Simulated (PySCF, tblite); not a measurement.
# C5H8N2SSi: geometry, infrared bands and NMR shifts

Wanted: the infrared bands and NMR shifts of C5H8N2SSi (`Nc1cccnc1S[SiH3]`), by calculation.

The runs use tblite 0.8.0 and PySCF 2.14.0, with density-fitted response routines of our own; the level of theory stands in each step. All values are computed, except where a source is named. Atoms are numbered from 0 throughout.

## Step 1: Starting geometry

17 atoms, charge 0, multiplicity 1; geometry from: force field or distance geometry start.

Bonds of the start (Å): N0–C1 1.42, C1–C2 1.37, C2–C3 1.38, C3–C4 1.40, C4–N5 1.34, N5–C6 1.36, C6–S7 1.81, S7–Si8 2.15, C6–C1 1.39, N0–H9 1.04, N0–H10 1.06, C2–H11 1.09, C3–H12 1.09, C4–H13 1.08, Si8–H14 1.47, Si8–H15 1.47, Si8–H16 1.47.

## Step 2: Optimising the geometry with GFN2-xTB

What the job is given:

```
{"job": {"kind": "relax", "xc": "GFN2-xTB", "basis": "xTB"}, "charge": 0, "multiplicity": 1}
N     -0.222500     1.917700    -0.815400
C     -0.741200     0.691700    -0.327900
C     -1.856400     0.076800    -0.831700
C     -2.321700    -1.122600    -0.321300
C     -1.664800    -1.757400     0.736200
N     -0.570100    -1.144100     1.212500
C     -0.105700     0.034000     0.719100
S      1.386000     0.701100     1.508200
Si     3.159300    -0.008800     0.513800
H      0.047200     2.040500    -1.814000
H     -0.140900     2.736900    -0.151600
H     -2.385300     0.569500    -1.651600
H     -3.225300    -1.550800    -0.760700
H     -2.004600    -2.696700     1.139300
H      4.356000     0.247800     1.321300
H      3.362200     0.712200    -0.755800
H      2.921100    -1.435800     0.269500
```

Started as:

```
$ OMP_NUM_THREADS=1 python probes_run.py task.json out
```

One launch serves the whole session: the jobs run in the order shown.

**Question.** This job is followed by: GFN2-xTB harmonic vibrations, gas phase; GIAO PBE0/pcSseg-1 NMR shielding, non-relativistic, gas phase. Predict these results of the whole session: strongest single infrared mode (GFN2-xTB); zero-point energy (GFN2-xTB); ¹³C shifts against TMS (PBE0/pcSseg-1); ¹H shifts against TMS (PBE0/pcSseg-1, means over atoms taken as alike); ¹⁵N shifts against NH3 (PBE0/pcSseg-1); ³³S shifts against CS2 (PBE0/pcSseg-1); ²⁹Si shifts against TMS (PBE0/pcSseg-1); surface potential, 1st and 99th percentile.

As calculated:

| quantity | value |
| --- | --- |
| strongest single infrared mode (GFN2-xTB) | 2340 cm⁻¹, 393 km/mol |
| zero-point energy (GFN2-xTB) | 74.5 kcal/mol |
| ¹³C shifts against TMS (PBE0/pcSseg-1) | 152.3, 145.8, 136.2, 124.7, 120.9 ppm |
| ¹H shifts against TMS (PBE0/pcSseg-1, means over atoms taken as alike) | 7.52, 6.98, 6.86, 4.91, 3.93 ppm |
| ¹⁵N shifts against NH3 (PBE0/pcSseg-1) | 329.6, 75.5 ppm |
| ³³S shifts against CS2 (PBE0/pcSseg-1) | -26 ppm |
| ²⁹Si shifts against TMS (PBE0/pcSseg-1) | -108.6 ppm |
| surface potential, 1st and 99th percentile | -0.91 V and 2.09 V |

What this shows: Over 162 steps the energy fell by 1.337 eV; of the close pairs, C6–S7 changed most, 1.815 to 1.719 Å. All 45 modes are real, so the xTB geometry is a minimum. The strongest single mode, at 2340 cm⁻¹, moves mainly H16 and H15. Unscaled tight-binding wavenumbers are off by several per cent, some by more. Its intensities can rank the bands wrongly. At PBE0/pcSseg-1: Shielding is most anisotropic at S7 (span 504 ppm, paramagnetic term -529 ppm). NICS(1)zz of -22 ppm above the planar ring from C1 marks a diatropic (aromatic) ring current. At PBE0/pcSseg-1, counted by nearest atom on the grid, the HOMO lies on S7 30 %; N0 15 %, the LUMO on C2, C6 about 20 % each; N5 21 %.
